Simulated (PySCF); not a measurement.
Runs of PySCF 2.14.0 on CSKH3. The cell holds a molecule in a box, 6 atoms: a = 13.000 Å, b = 12.000 Å, c = 12.000 Å, α = 90.00°, β = 90.00°, γ = 90.00°. 

| task | level | three-body dispersion term | conv_tol | grid for exchange and correlation | three-centre integrals | frozen core bands | gap on the mesh (eV) |
| --- | --- | --- | --- | --- | --- | --- | --- |
| atomic charges | PW91+D4 | yes | 1e-07 Ha | Becke, atom-centred | read from an earlier run's file | - | 1.22 |
| excitation energies (Tamm-Dancoff) | PBE0 | - | 1e-08 Ha | Becke, atom-centred | read from an earlier run's file | 11 | 2.77 |
| atomic charges | PBE | - | 1e-07 Ha | Becke, atom-centred | - | - | 1.26 |
| MP2 correlation energy | HF | - | 1e-08 Ha | - | read from an earlier run's file | 11 | 6.40 |
| atomic charges | HCTH407+D3(BJ) | no | 1e-07 Ha | Becke, atom-centred | read from an earlier run's file | - | 0.99 |
| atomic charges | rSCAN+D4 | yes | 1e-07 Ha | Becke, atom-centred | read from an earlier run's file | - | (b) |
| atomic charges | PBEsol+D4 | yes | 1e-07 Ha | Becke, atom-centred | read from an earlier run's file | - | (a) |

Alike in all rows: potentials or basis def2-svp (all-electron); no spin polarisation; cell as given; k mesh 1 × 1 × 1; smearing fixed.

Question: Fill in the values left out.

Answer: (a) 1.35; (b) 1.83.

Caveats: this is a molecule in a periodic box at the Γ point, so its band gap is the HOMO-LUMO gap; the basis of atomic orbitals isn't converged, which shifts pressures, moduli and gaps; the basis is small and the box finite, so much correlation energy is missing and levels can be off by tenths of an eV (some runs); the iterative solver can pass over a root and still report convergence (some runs); the D4 parameters stored for this functional may belong to another (some runs).

